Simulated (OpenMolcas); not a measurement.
**A workflow on H2 (hydrogen)**

Wanted: a single-point energy (HF/6-31G**), then a single-point energy (CASSCF(2,2)/6-31G**), then the energy (CASPT2(2,2)/6-31G**), then a single-point energy (SC-NEVPT2(2,2)/6-31G**), then a single-point energy (MRCI(2,2)/6-31G**) of H2 (hydrogen). 

The results are computed with OpenMolcas 26.06.

1 further run of the same task is left out (it didn't finish).

## 1. The structure to begin with

H2: 2 atoms, total charge 0, spin state singlet. SMILES: `[H][H]`. The coordinates come from a PBE0-D4/def2-TZVP relaxation.

Bond lengths: H1–H2 0.746 Å.

## 2. A single-point energy at HF/6-31G(d,p) (spherical functions) (run 1)

Contents of step1.input:

```
&gateway
  baslib=$CurrDir
  coord
  2
  angstrom
  H        0.319300      -0.099200       0.165500
  H       -0.319300       0.099200      -0.165500
  basis=6-31Gss
  group=NoSym

&seward

&scf
  prorbitals=1 1
```

The basis set 6-31G** is read from a file made from the Basis Set Exchange's data (not shown).

Run with:

```console
$ export MOLCAS_MEM=1860
$ pymolcas step1.input > step1.log
```

The log of the run:

```text
--- Start Module: gateway ---
[...]
--- Stop Module: gateway /rc=_RC_ALL_IS_WELL_ ---
--- Start Module: seward ---
[...]
      Basis functions           10
--- Stop Module: seward /rc=_RC_ALL_IS_WELL_ ---
--- Start Module: scf ---
[...]
       Convergence after   6 Iterations
[...]
::    Total SCF energy                                 -1.1312025860
[...]
      Total spin, S                                     0.0000000000
[...]
      Total electronic charge=    2.000000
      Total            charge=   -0.000000
[...]
      Dipole Moment (debye):
      Origin of the operator (angstrom)=   -0.0000    0.0000   -0.0000
                   X= -3.9614E-16               Y=  8.6919E-17               Z=  1.2402E-16           Total=  4.2411E-16
      Quadrupole Moment (debye*angstrom):
[...]
--- Stop Module: scf /rc=_RC_ALL_IS_WELL_ ---
[...]
```

Run time: 1.5 s. Hardware: 1 thread of Arm Neoverse V1, shared host; peak memory 0.37 GiB.

## 3. The energy at CASSCF(2,2)/6-31G(d,p) (spherical functions) (run 2)

Contents of step2.inp:

```
* H2 CASSCF
&GATEWAY
BASLIB
$CurrDir
COORD
2
angstrom
H        0.319300      -0.099200       0.165500
H       -0.319300       0.099200      -0.165500
BASIS
6-31Gss
GROUP
NoSym
&SEWARD
&RASSCF
FILEORB
$CurrDir/step1.ScfOrb
SPIN
1
NACTEL
2 0 0
INACTIVE
0
RAS2
2
ORBLISTING
Nothing
ORBAPPEAR
Compact
```

The basis set 6-31G** is read from a file made from the Basis Set Exchange's data (not shown).

Run with:

```console
$ export MOLCAS_MEM=1860
$ pymolcas step2.inp > step2.log
```

The log of the run:

```text
--- Start Module: gateway ---
[...]
--- Stop Module: gateway /rc=_RC_ALL_IS_WELL_ ---
--- Start Module: seward ---
[...]
      Basis functions           10
--- Stop Module: seward /rc=_RC_ALL_IS_WELL_ ---
--- Start Module: rasscf ---
[...]
      Number of active orbitals                  2
[...]
      Spin quantum number                      0.0
[...]
      Active orbitals                            2
[...]
      Number of CSFs                             3
[...]
      Number of root(s) required                 1
[...]
      Convergence after  8 iterations
[...]
      printout of CI-coefficients larger than  0.05 for root  1
      energy=      -1.149604
      conf/sym  11     Coeff  Weight
             1  20   0.99416 0.98835
             3  02  -0.10793 0.01165
      Natural orbitals and occupation numbers for root  1
      sym 1:   1.976703   0.023297
      ************************************************************************************************************************
      *                                                    Final results                                                     *
[...]
::    RASSCF root number  1 Total energy:     -1.14960362
[...]
      Total electronic charge=    2.000000
      Total            charge=   -0.000000
[...]
      Dipole Moment (debye):
      Origin of the operator (angstrom)=   -0.0000    0.0000   -0.0000
                   X= -1.9071E-17               Y=  1.5146E-15               Z=  2.0307E-15           Total=  2.5334E-15
      Quadrupole Moment (debye*angstrom):
[...]
--- Stop Module: rasscf /rc=_RC_ALL_IS_WELL_ ---
[...]
```

Wall time 1.6 s (1 thread of Arm Neoverse V1, shared host); peak memory 0.37 GiB.

## 4. A single-point energy at CASPT2(2,2)/6-31G(d,p) (spherical functions) (run 3)

Contents of step3.inp:

```
&gateway
 baslib=$CurrDir
 coord
 2
 angstrom
 H        0.319300      -0.099200       0.165500
 H       -0.319300       0.099200      -0.165500
 basis=6-31Gss
 group=NoSym

&seward

&rasscf
 fileorb=$CurrDir/step2.RasOrb
 spin=1
 nactel=2 0 0
 inactive=0
 ras2=2
 orblisting=Nothing
 orbappear=Compact

&caspt2
 imaginary=0.1
 frozen=0
```

The basis set 6-31G** is read from a file made from the Basis Set Exchange's data (not shown).

Run with:

```console
$ export MOLCAS_MEM=1860
$ pymolcas step3.inp > step3.log
```

The log of the run:

```text
--- Start Module: gateway ---
[...]
--- Stop Module: gateway /rc=_RC_ALL_IS_WELL_ ---
[...]
      Basis functions           10
[...]
--- Start Module: rasscf ---
[...]
      Number of active orbitals                  2
[...]
      Spin quantum number                      0.0
[...]
      Active orbitals                            2
[...]
      Number of CSFs                             3
[...]
      Number of root(s) required                 1
[...]
      Convergence after  4 iterations
[...]
      printout of CI-coefficients larger than  0.05 for root  1
      energy=      -1.149604
      conf/sym  11     Coeff  Weight
             1  20   0.99416 0.98835
             3  02  -0.10793 0.01165
      Natural orbitals and occupation numbers for root  1
      sym 1:   1.976703   0.023297
      ************************************************************************************************************************
      *                                                    Final results                                                     *
[...]
::    RASSCF root number  1 Total energy:     -1.14960362
[...]
      Total electronic charge=    2.000000
      Total            charge=   -0.000000
[...]
      Dipole Moment (debye):
      Origin of the operator (angstrom)=   -0.0000    0.0000   -0.0000
                   X=  2.4247E-15               Y=  4.6749E-15               Z= -5.0866E-15           Total=  7.3217E-15
      Quadrupole Moment (debye*angstrom):
[...]
--- Stop Module: rasscf /rc=_RC_ALL_IS_WELL_ ---
--- Start Module: caspt2 ---
[...]
 ###    WARNING: User changed nr of frozen orbitals.                         ###
 ###############################################################################
[...]
      E2 (Variational):          -0.0122134250
      Total energy:              -1.1618170400
[...]
      Reference weight:           0.99705
[...]
::    CASPT2 Root  1     Total energy:     -1.16181704
[...]
--- Stop Module: caspt2 /rc=_RC_ALL_IS_WELL_ ---
[...]
```

Run time: 1.6 s. Hardware: 1 thread of Arm Neoverse V1, shared host; peak memory 0.37 GiB.

## 5. A single-point energy at SC-NEVPT2(2,2)/6-31G(d,p) (spherical functions) (run 4)

Contents of step4.inp:

```
* H2 NEVPT2
&GATEWAY
BasLib=$CurrDir
Coord
2
angstrom
H        0.319300      -0.099200       0.165500
H       -0.319300       0.099200      -0.165500
Basis=6-31Gss
Group=NoSym
&SEWARD
&RASSCF
FileOrb=$CurrDir/step2.RasOrb
Spin=1
Nactel=2 0 0
Inactive=0
Ras2=2
OrbListing=Nothing
OrbAppear=Compact
&CASPT2
SC-NEVPT2
Frozen=0
```

The basis set 6-31G** is read from a file made from the Basis Set Exchange's data (not shown).

Run with:

```console
$ export MOLCAS_MEM=1860
$ pymolcas step4.inp > step4.log
```

The log of the run:

```text
--- Start Module: gateway ---

                                              &GATEWAY

                       available to each process: 1.9 GB of memory, 1 thread

 Basis Set     1 Label: H.6-31GSS
 Basis set is read from library:.
 basistype.tbl is not found

++    Symmetry information:
      ---------------------

                    Character Table for C1

                             E
                    a        1  x, y, xy, Rz, z, xz, Ry, yz, Rx, I
--

++    Basis set information:
      ----------------------

      Basis set label: H.6-31GSS.........

      Electronic valence basis set:
      ------------------
      Associated Effective Charge   1.000000 au
      Associated Actual Charge      1.000000 au
      Nuclear Model: Point charge

      Shell  nPrim  nBasis  Cartesian Spherical Contaminant
         s       4       2        X
         p       1       1        X
--

++    Molecular structure info:
      -------------------------

                    ************************************************
                    **** Cartesian Coordinates / bohr, angstrom ****
[... 125 lines left out ...]
                                         RASSCF iterations: Energy and convergence statistics
[... 16 lines left out ...]
      Note: transformation to natural orbitals
[... 3 lines left out ...]
      energy=      -1.149604
[... 4 lines left out ...]
      Natural orbitals and occupation numbers for root  1
[... 6 lines left out ...]
++    Final optimization conditions:
[... 13 lines left out ...]
      Final state energy(ies):
[... 3 lines left out ...]
      Von Neumann Entropy (Root   1) =  0.09153
[... 41 lines left out ...]
      Natural orbitals for root   1 are written to the RASORB.1 file
[... 11 lines left out ...]
 ###    WARNING: User changed nr of frozen orbitals.                         ###
[... 63 lines left out ...]
 Compute H0 matrices for state    1
[... 8 lines left out ...]
  Total nr of NEVPT2 parameters:
   Before reduction:         200
   After  reduction:          52

 Variance of |WF0>:       0.0567664722
-----------------------------------------------------------------------------------------------------------------------------

  FINAL PC-NEVPT2 RESULT:

      Reference energy:          -1.1496036150
      E2 (Non-variational):      -0.0106872681
      E2 (Variational):          -0.0106872681
      Total energy:              -1.1602908831
      Residual norm:              0.0000000000
      Reference weight:           0.99780

      Contributions to the PC-NEVPT2 correlation energy
      Active & Virtual Only:         -0.0106872681
      One Inactive Excited:           0.0000000000
      Two Inactive Excited:           0.0000000000

 ###############################################################################
 ###    Location: AixRd                                                      ###
 ###    File: RHS_06                                                         ###
 ###    Premature abort while reading buffer from disk                       ###
 ###    End of file reached                                                  ###
 ###############################################################################

--- Stop Module: caspt2 /rc=-6 ---

.########################.
.# Non-zero return code #.
.########################.

    Timing: Wall=1.41 User=1.07 System=0.34
```

It took 1.6 s on 1 thread of Arm Neoverse V1, shared host; peak memory 0.37 GiB.

The program stopped with an error.

## 6. The energy at MRCI(2,2)/6-31G(d,p) (spherical functions) (run 5)

Contents of step5.inp:

```
* H2 MRCI
&GATEWAY
BasLib
$CurrDir
Coord
2
angstrom
H        0.319300      -0.099200       0.165500
H       -0.319300       0.099200      -0.165500
Basis
6-31Gss
Group
NoSym
&SEWARD
&RASSCF
FileOrb
$CurrDir/step2.RasOrb
Spin
1
Nactel
2 0 0
Inactive
0
Ras2
2
OrbListing
Nothing
OrbAppear
Compact
&MOTRA
LumOrb
Frozen
0
&GUGA
Electrons
2
Spin
1
Inactive
0
Active
2
CIAll
1
&MRCI
SDCI
```

The basis set 6-31G** is read from a file made from the Basis Set Exchange's data (not shown).

Run with:

```console
$ export MOLCAS_MEM=1860
$ pymolcas step5.inp > step5.log
```

The log of the run:

```text
--- Start Module: gateway ---
[...]
--- Stop Module: gateway /rc=_RC_ALL_IS_WELL_ ---
[...]
      Basis functions           10
[...]
      Number of active orbitals                  2
[...]
      Spin quantum number                      0.0
[...]
      Active orbitals                            2
[...]
      Number of CSFs                             3
[...]
      Number of root(s) required                 1
[...]
      Convergence after  4 iterations
[...]
      printout of CI-coefficients larger than  0.05 for root  1
      energy=      -1.149604
      conf/sym  11     Coeff  Weight
             1  20   0.99416 0.98835
             3  02  -0.10793 0.01165
      Natural orbitals and occupation numbers for root  1
      sym 1:   1.976703   0.023297
      ************************************************************************************************************************
      *                                                    Final results                                                     *
[...]
::    RASSCF root number  1 Total energy:     -1.14960362
[...]
      Dipole Moment (debye):
      Origin of the operator (angstrom)=   -0.0000    0.0000   -0.0000
                   X=  2.4247E-15               Y=  4.6749E-15               Z= -5.0866E-15           Total=  7.3217E-15
      Quadrupole Moment (debye*angstrom):
[...]
      *** WARNING: Default frozen orbitals is overwritten by user input.
      *** Default values:   0
[...]
--- Start Module: guga ---
[...]
--- Stop Module: guga /rc=_RC_ALL_IS_WELL_ ---
--- Start Module: mrci ---
[...]
       (But an ACPF correction will be computed)
       USE THE DEFAULT ACPF G-VALUE GFAC=   1.0000000000000000
[...]
                      CI ENERGY:    -1.16511717
[...]
                ACPF CORRECTION:    -0.00000000
[...]
      Total electronic charge=    2.000000
      Total            charge=    0.000000
[...]
     ACPF CORRECTION:     -0.00000000
[...]
  CI State   1     Total energy:     -1.16511717     QDav:     -0.00007918     QACPF:     -0.00000000
[...]
--- Stop Module: mrci /rc=_RC_ALL_IS_WELL_ ---
[...]
```

Run time: 1.7 s. Hardware: 1 thread of Arm Neoverse V1, shared host; peak memory 0.37 GiB.

## 7. What came out

| quantity | value |
| --- | --- |
| run 1, HF/6-31G**: total energy | -1.13120 Eh |
| run 1, HF/6-31G**: dipole moment | 0.00 D |
| run 1, HF/6-31G**: HOMO energy | -16.14 eV |
| run 1, HF/6-31G**: LUMO energy | 6.47 eV |
| run 1, HF/6-31G**: HOMO–LUMO gap | 22.61 eV |
| run 2, CASSCF(2,2)/6-31G**: total energy | -1.14960 Eh |
| run 2, CASSCF(2,2)/6-31G**: dipole moment (CASSCF density) | 0.00 D |
| run 3, CASPT2(2,2)/6-31G**: total energy | -1.16182 Eh |
| run 3, CASPT2(2,2)/6-31G**: dipole moment (CASSCF density) | 0.00 D |
| run 5, MRCI(2,2)/6-31G**: total energy | -1.16512 Eh |
| run 5, MRCI(2,2)/6-31G**: dipole moment (CASSCF density) | 0.00 D |
| run 4, SC-NEVPT2(2,2)/6-31G** | no result (crashed) |

What this shows: 1 of the 5 runs did not end normally.
